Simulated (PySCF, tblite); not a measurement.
# C6H4NO3 radical: geometry, infrared bands and EPR parameters

Wanted: the infrared bands and EPR parameters of C6H4NO3 radical (`[H]/[C]=C1C(NC=O)=C\1OC=O`), by calculation.

The runs use tblite 0.8.0 and PySCF 2.14.0, with density-fitted response routines of our own; the level of theory stands in each step. All values are computed, except where a source is named. Atoms are numbered from 0 throughout.

**1. The molecule as given**

14 atoms, charge 0, multiplicity 2; geometry from: force field or distance geometry start.

Bonds of the start (Å): C0–C1 1.31, C1–C2 1.46, C2–N3 1.42, N3–C4 1.43, C4–O5 1.25, C2–C6 1.32, C6–O7 1.41, O7–C8 1.42, C8–O9 1.27, C6–C1 1.47, C0–H10 1.10, N3–H11 1.06, C4–H12 1.09, C8–H13 1.08.

**2. Optimising the geometry with GFN2-xTB**

The job: settings as JSON, then the geometry in Å.

```
{"job": {"kind": "relax", "xc": "GFN2-xTB", "basis": "xTB"}, "charge": 0, "multiplicity": 2}
C     -0.063600     2.761400    -0.311400
C      0.083100     1.499100     0.019400
C     -0.269800     0.101300     0.217700
N     -1.235700    -0.936500     0.112000
C     -2.546200    -0.653600    -0.388300
O     -2.889300     0.483500    -0.769600
C      0.960600     0.454400     0.559200
O      2.220400     0.084500     1.082000
C      2.850300    -0.912600     0.299000
O      2.273500    -1.368100    -0.740800
H     -0.994600     3.168800    -0.719600
H     -0.988400    -1.913600     0.424900
H     -3.222800    -1.511800    -0.424000
H      3.821700    -1.257300     0.617500
```

On the command line:

```bash
> OMP_NUM_THREADS=1 python probes_run.py task.json out
```

One launch serves the whole session: the jobs run in the order shown.

**Question.** This job is followed by: GFN2-xTB harmonic vibrations, gas phase; UKS B3LYP, pcH-1 on C H N O, non-relativistic, mean-field spin-orbit, GIAO. Predict these results of the whole session: strongest single infrared mode (GFN2-xTB); zero-point energy (GFN2-xTB); g(iso) (B3LYP); ⟨S²⟩; largest a(iso); potential on the surface of density 0.002 e/bohr³, 1st and 99th percentile.

As calculated:

| quantity | value |
| --- | --- |
| strongest single infrared mode (GFN2-xTB) | 1766 cm⁻¹, 494 km/mol |
| zero-point energy (GFN2-xTB) | 53.2 kcal/mol |
| g(iso) (B3LYP) | 2.00258 |
| ⟨S²⟩ | 0.759 (exact 0.75) |
| largest a(iso) | 13C on C0, 231.4 MHz |
| potential on the surface of density 0.002 e/bohr³, 1st and 99th percentile | -1.67 V and 2.10 V |

What this shows: Relaxing lowered the energy by 1.252 eV in 84 steps; the close pair that moved most is O7–C8, from 1.416 to 1.332 Å. All 36 modes are real, so the xTB geometry is a minimum. The strongest single mode, at 1766 cm⁻¹, moves mainly C4 and O5. GFN2-xTB is a fitted tight-binding method: band positions and strengths are rough. Its intensities can rank the bands wrongly. Most of the unpaired spin sits on C0 (0.95 e). The isotropic g lies 0.3 ppt above the free-electron value. The conformer search (at its own cheap level) found a structure 11.4 kcal/mol lower, too far down for a turn about a bond: it may have other bonds, so these spectra needn't be the molecule's.
